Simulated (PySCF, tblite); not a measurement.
# C5H8ClF3Si: geometry, infrared bands and NMR shifts

Aim: predict the infrared bands and NMR shifts of C5H8ClF3Si (`C/C=C(/Cl)C[SiH2]C(F)(F)F`).

The runs use tblite 0.8.0 and PySCF 2.14.0, with density-fitted response routines of our own; the level of theory stands in each step. All values are computed, except where a source is named. Atoms are numbered from 0 throughout.

### 1 The starting structure

18 atoms, charge 0, multiplicity 1; geometry from: force field or distance geometry start.

Bonds of the start (Å): C0–C1 1.48, C1–C2 1.30, C2–Cl3 1.77, C2–C4 1.49, C4–Si5 1.89, Si5–C6 1.84, C6–F7 1.39, C6–F8 1.38, C6–F9 1.39, C0–H10 1.11, C0–H11 1.11, C0–H12 1.11, C1–H13 1.09, C4–H14 1.13, C4–H15 1.10, Si5–H16 1.45, Si5–H17 1.48.

### 2 Geometry optimisation with GFN2-xTB

Job settings and geometry (Å):

```
{"job": {"kind": "relax", "xc": "GFN2-xTB", "basis": "xTB"}, "charge": 0, "multiplicity": 1}
C      2.667200    -0.676200    -0.699700
C      2.212600     0.691000    -0.359200
C      1.024600     0.901700     0.135300
Cl     0.583700     2.576200     0.510000
C     -0.011000    -0.133000     0.384800
Si    -1.484500     0.339100    -0.692700
C     -3.031200    -0.553000    -0.268400
F     -3.675700     0.150800     0.741300
F     -2.836800    -1.866100     0.110900
F     -3.868200    -0.559900    -1.372400
H      1.881300    -1.307500    -1.154900
H      3.032300    -1.189000     0.215700
H      3.509300    -0.573500    -1.409700
H      2.907700     1.516500    -0.497900
H     -0.317200    -0.119300     1.467800
H      0.297800    -1.157400     0.136900
H     -1.157600     0.194500    -2.102400
H     -1.743000     1.771300    -0.421700
```

Run with:

```console
$ OMP_NUM_THREADS=1 python probes_run.py task.json out
```

This one command runs all jobs of the session in turn.

**Question.** This job is followed by: GFN2-xTB harmonic vibrations, gas phase; GIAO PBE0/pcSseg-1 NMR shielding, non-relativistic, gas phase. Predict these results of the whole session: strongest single infrared mode (GFN2-xTB); zero-point energy (GFN2-xTB); ¹³C shifts against TMS (PBE0/pcSseg-1); ¹H shifts against TMS (PBE0/pcSseg-1, means over atoms taken as alike); ³⁵Cl shifts against HCl (PBE0/pcSseg-1); ²⁹Si shifts against TMS (PBE0/pcSseg-1); ¹⁹F shifts against CFCl3 (PBE0/pcSseg-1, means over atoms taken as alike).

**Answer**, as computed:

| quantity | value |
| --- | --- |
| strongest single infrared mode (GFN2-xTB) | 705 cm⁻¹, 238 km/mol |
| zero-point energy (GFN2-xTB) | 73.0 kcal/mol |
| ¹³C shifts against TMS (PBE0/pcSseg-1) | 139.7, 139.7, 129.4, 21.4, 16.8 ppm |
| ¹H shifts against TMS (PBE0/pcSseg-1, means over atoms taken as alike) | 5.84, 4.36, 2.43, 1.87 ppm |
| ³⁵Cl shifts against HCl (PBE0/pcSseg-1) | 270 ppm |
| ²⁹Si shifts against TMS (PBE0/pcSseg-1) | -43.4 ppm |
| ¹⁹F shifts against CFCl3 (PBE0/pcSseg-1, means over atoms taken as alike) | -73.0 ppm |

**Reading.** Relaxing lowered the energy by 0.593 eV in 99 steps; the close pair that moved most is Si5–C6, from 1.835 to 1.950 Å. The lowest mode is imaginary (31i cm⁻¹), so the xTB geometry is not a minimum. The strongest single mode, at 705 cm⁻¹, moves mainly H16 and H17. GFN2-xTB is a fitted tight-binding method: band positions and strengths are rough. Its intensities can rank the bands wrongly. H13 (hydrogen on an alkene CH) lies farthest downfield among hydrogen, at 5.84 ppm; attached to an sp2 carbon and in the plane of the double bond. At PBE0/pcSseg-1: Shielding is most anisotropic at Cl3 (span 490 ppm, paramagnetic term -468 ppm).
